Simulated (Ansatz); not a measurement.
**SiO2: the cell at several levels of theory**

Aim: relax SiO2 in the rutile structure with PBE and r2SCAN and see how far the functionals disagree on the cell.

Program: Ansatz 0.2.0. PAW datasets, plane waves, zero pressure. Calculated at 0 K for a non-magnetic cell.

### Step 1. The cell

This is the cell as the run starts from it, not yet at rest; its lengths are not the crystal's.

Space group P4_2/mnm (No. 136), tetragonal; a = 4.067 Å, c = 2.684 Å in the conventional setting, 7.40 Å³ an atom. Si has 6 O at 1.75 Å; O has 3 Si at 1.75 Å.

The structure in full:

```
Si O
1.0
     4.06724    0.00000    0.00000
     0.00000    4.06724    0.00000
     0.00000    0.00000    2.68438
Si O
2 4
Direct
  0.00000 0.00000 0.00000
  0.50000 0.50000 0.50000
  0.30500 0.30500 0.00000
  0.19500 0.80500 0.50000
  0.80500 0.19500 0.50000
  0.69500 0.69500 0.00000
```

### Step 2. PBE: cell and atoms

Input file input.yaml:

```yaml
crystal:
  lattice:
    - [4.06724334, 0.0, 0.0]
    - [0.0, 4.06724334, 0.0]
    - [0.0, 0.0, 2.6843806044]
  atoms:
    - { symbol: Si, position: [0.0, 0.0, 0.0] }
    - { symbol: Si, position: [0.5, 0.5, 0.5] }
    - { symbol: O, position: [0.305, 0.305, 0.0] }
    - { symbol: O, position: [0.195, 0.805, 0.5] }
    - { symbol: O, position: [0.805, 0.195, 0.5] }
    - { symbol: O, position: [0.695, 0.695, 0.0] }
kpoints:
  mp_grid: { grid: [6, 6, 8] }
hamiltonian:
  xc: pbe
scf:
  occupations: { method: fermi_dirac, width: 0.02 }
relax:
  f_tol: 0.005
  cell: {}
```

Command:

```console
> ansatz run input.yaml --threads 2 --pin off --max-ram 29491MiB --backend cpu --events-out ev --progress --plain --runs-dir out
```

Further steps of the session: Relaxation with r2SCAN.

What does the calculation give? Wanted: for each run, a; c; volume; space group; SCF geometries.

As calculated:

```
 level  a (Å)  c (Å)  volume (Å³/atom)  space group  SCF geometries
   PBE  4.236  2.691             8.045     P4_2/mnm               9
r2SCAN  4.185  2.669             7.791     P4_2/mnm               8
```

What this shows: From the start to the first minimum the volume moved by +8.7 %. The volume runs from r2SCAN (least) to PBE (most), a spread of 3.3 %, or 1.1 % in length if all axes shared it alike.
